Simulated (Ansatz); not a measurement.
# GaSiH₅: ionisation energy by level of theory

The task here is to estimate one member of a computed series from the others.

Method: unrestricted cation, the program's frozen cores in correlated methods; program: Ansatz 0.2.0, Gaussian basis.

Levels to be run: UKS PBE-D4/def2-TZVPP; UKS r2SCAN-D4/def2-TZVPP; UKS PBE0-D4/def2-TZVPP; UKS B3LYP-D4/def2-TZVPP; UKS wB97X-V/def2-TZVPP; UKS wB97M-V/def2-TZVPP; UKS B2PLYP/def2-TZVPP; UHF-CCSD(T)/def2-TZVPP; UHF-MP2/def2-QZVPP; extrapolation to the limit; then −ε(HOMO) from the neutral's earlier runs with LDA (SPW92), PBE-D4, revPBE-D4, BLYP-D4, r2SCAN-D4, B97M-V, PBE0-D4, B3LYP-D4, r2SCANh-D4, r2SCAN0-D4, HSE06-D4, BHLYP-D4, CAM-B3LYP-D4, LC-ωPBE, ωB97X-V, ωB97M-V.

### Structure used throughout

The geometry comes from an earlier relaxation with PBE0-D4 in a triple-zeta def2 set; it is a stationary point, not always the lowest conformer.

SMILES `[SiH3][GaH2]`, 7 atoms, charge 0, spin multiplicity 1.

Atoms are counted from 1 here; the program's logs count them from 0.

Bond lengths: Si1–Ga2 2.414 Å, Si1–H3 1.490 Å, Si1–H4 1.489 Å, Si1–H5 1.492 Å, Ga2–H6 1.573 Å, Ga2–H7 1.573 Å. Angles: Ga2–Si1–H3 111.6°, Ga2–Si1–H4 113.0°, Ga2–Si1–H5 109.0°, H3–Si1–H4 108.1°, H3–Si1–H5 107.4°, H4–Si1–H5 107.6°, Si1–Ga2–H6 120.2°, Si1–Ga2–H7 121.6°, H6–Ga2–H7 118.2°.

As a file:

```csv
atom,x (Å),y (Å),z (Å)
Si1,-0.75088,-0.47685,-0.52934
Ga2,1.01166,0.60199,0.71875
H3,-1.94545,-0.73598,0.32258
H4,-0.32630,-1.76819,-1.13614
H5,-1.18151,0.42398,-1.63845
H6,0.67163,1.74936,1.73985
H7,2.52086,0.20569,0.52274
```

The first run:

The input, in.yaml:

```yaml
crystal:
  periodic: [false, false, false]
  atoms:
    - {symbol: Si, position_ang: [-0.750879, -0.476848, -0.529341]}
    - {symbol: Ga, position_ang: [1.011658, 0.601987, 0.718753]}
    - {symbol: H, position_ang: [-1.945445, -0.735977, 0.322578]}
    - {symbol: H, position_ang: [-0.326303, -1.768190, -1.136145]}
    - {symbol: H, position_ang: [-1.181506, 0.423978, -1.638447]}
    - {symbol: H, position_ang: [0.671627, 1.749357, 1.739853]}
    - {symbol: H, position_ang: [2.520856, 0.205693, 0.522739]}
basis:
  gaussian: {orbitals: def2-TZVPP}
total_charge: 1
magnetization: {spin_polarized: true, initial_magnetization: 1}
hamiltonian: {xc: pbe, dispersion: d4}
```

Steps of the session up to this table: Cation, UKS PBE-D4/def2-TZVPP; Cation, UKS r2SCAN-D4/def2-TZVPP; Cation, UKS PBE0-D4/def2-TZVPP; Cation, UKS B3LYP-D4/def2-TZVPP; Cation, UKS wB97X-V/def2-TZVPP; Cation, UKS wB97M-V/def2-TZVPP; Cation, UKS B2PLYP (frozen core)/def2-TZVPP; Cation, UHF-CCSD(T)/def2-TZVPP; Cation, UHF-MP2/def2-QZVPP.

One of the session's tables, all rows but one given; the rest of the session is left out.

Orbital estimates, from the neutral's runs:

```
  functional  −ε(HOMO) (eV)
 LDA (SPW92)           6.67
      PBE-D4           6.58
   revPBE-D4           6.54
     BLYP-D4           6.44
   r2SCAN-D4           6.83
      B97M-V              ?
     PBE0-D4           7.64
    B3LYP-D4           7.45
  r2SCANh-D4           7.22
  r2SCAN0-D4           7.80
    HSE06-D4           7.25
    BHLYP-D4           8.59
CAM-B3LYP-D4           8.89
     LC-ωPBE          10.20
     ωB97X-V           9.87
     ωB97M-V           9.66
```

Estimate the missing values for B97M-V.

As computed: −ε(HOMO) (eV): 6.94. In the column «−ε(HOMO) (eV)» it lies between r2SCAN-D4 (6.83) and r2SCANh-D4 (7.22).
